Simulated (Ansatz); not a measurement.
# C₂H₄OSTeZn: one species, many methods

An exercise on one series of results from a longer session: the logs are not shown, and one member is left open.

Computed with Ansatz 0.2.0, Gaussian basis. Level: functionals in def2-TZVPP, the program's frozen cores in correlated methods.

Plan: LDA (SPW92), PBE-D4, revPBE-D4, BLYP-D4, r2SCAN-D4, B97M-V, PBE0-D4, B3LYP-D4, r2SCANh-D4, r2SCAN0-D4, HSE06-D4, BHLYP-D4, CAM-B3LYP-D4, LC-ωPBE, ωB97X-V, ωB97M-V, B2PLYP, PBE-QIDH; CCSD(T)/def2-SVP; CCSD(T)/def2-TZVPP; MP2/def2-QZVPP; extrapolation to the limit; RPA on PBE.

**The geometry**

An earlier PBE0-D4 in a triple-zeta def2 set relaxation fixed the geometry. Te takes the def2 core potential; no spin-orbit term is included.

10 atoms, charge 0, spin multiplicity 1.

Atoms are counted from 1 here; the program's logs count them from 0.

Bond lengths: S1–C2 1.637 Å, S1–Zn6 2.490 Å, C2–Te3 2.074 Å, C2–C4 1.510 Å, Te3–H7 1.663 Å, C4–O5 1.346 Å, C4–H8 1.109 Å, C4–H9 1.109 Å, O5–Zn6 1.855 Å, Zn6–H10 1.536 Å. Angles: C2–S1–Zn6 92.2°, S1–C2–Te3 118.9°, S1–C2–C4 122.5°, Te3–C2–C4 118.6°, C2–Te3–H7 93.3°, C2–C4–O5 116.8°, C2–C4–H8 104.8°, C2–C4–H9 104.8°, O5–C4–H8 112.4°, O5–C4–H9 112.4°, H8–C4–H9 104.7°, C4–O5–Zn6 122.5°, S1–Zn6–O5 86.0°, S1–Zn6–H10 124.4°, O5–Zn6–H10 149.5°.

Set-up of the first run:

The input, in.yaml:

```yaml
crystal:
  periodic: [false, false, false]
  atoms:
    - {symbol: S, position_ang: [-1.410042, -0.347952, 1.307785]}
    - {symbol: C, position_ang: [-0.156997, -0.810463, 0.361550]}
    - {symbol: Te, position_ang: [0.447949, -2.793493, 0.397763]}
    - {symbol: C, position_ang: [0.577566, 0.153700, -0.539465]}
    - {symbol: O, position_ang: [0.154777, 1.431766, -0.533364]}
    - {symbol: Zn, position_ang: [-1.259578, 2.009636, 0.519322]}
    - {symbol: H, position_ang: [1.660845, -2.543856, -0.712178]}
    - {symbol: H, position_ang: [0.523110, -0.303722, -1.547797]}
    - {symbol: H, position_ang: [1.642530, 0.060382, -0.246187]}
    - {symbol: H, position_ang: [-2.180160, 3.143991, 0.992580]}
basis:
  gaussian: {orbitals: def2-TZVPP}
hamiltonian: {xc: lda}
output: {orbitals: {seedname: orbitals}}
```

Run with:

```
$ ansatz run in.yaml --threads 2 --pin off --events-out ev --progress --plain --max-ram 22528MiB --backend cuda --devices 0, --max-vram 18GiB
```

Steps of the session up to this table: LDA; PBE-D4 (GGA); revPBE-D4 (GGA); BLYP-D4 (GGA); r2SCAN-D4 (meta-GGA); B97M-V (meta-GGA); PBE0-D4 (hybrid); B3LYP-D4 (hybrid); r2SCANh-D4 (hybrid); r2SCAN0-D4 (hybrid); HSE06-D4 (hybrid); BHLYP-D4 (hybrid); CAM-B3LYP-D4 (range-separated); LC-ωPBE (range-separated); ωB97X-V (range-separated); ωB97M-V (range-separated); B2PLYP (double hybrid); PBE-QIDH (double hybrid).

One of the session's tables, all rows but one given; the rest of the session is left out.

It belongs to the step «Orbital energies across the functionals». 

```
  functional  HOMO (eV)  LUMO (eV)  gap (eV)
 LDA (SPW92)          ?          ?         ?
      PBE-D4      -5.85      -3.52      2.34
   revPBE-D4      -5.79      -3.45      2.34
     BLYP-D4      -5.71      -3.36      2.34
   r2SCAN-D4      -6.12      -3.46      2.66
      B97M-V      -6.16      -3.43      2.73
     PBE0-D4      -7.04      -2.78      4.26
    B3LYP-D4      -6.82      -2.94      3.88
  r2SCANh-D4      -6.58      -3.18      3.40
  r2SCAN0-D4      -7.23      -2.74      4.49
    HSE06-D4      -6.66      -3.15      3.51
    BHLYP-D4      -8.00      -1.82      6.18
CAM-B3LYP-D4      -8.27      -1.73      6.54
     LC-ωPBE      -9.55      -0.77      8.78
     ωB97X-V      -9.23      -0.77      8.46
     ωB97M-V      -9.12      -0.80      8.32
```

**Question.** Estimate the row for LDA (SPW92).

As computed: HOMO (eV): -6.03; LUMO (eV): -3.69; gap (eV): 2.34. In the column «HOMO (eV)» it lies between r2SCAN-D4 (-6.12) and PBE-D4 (-5.85).
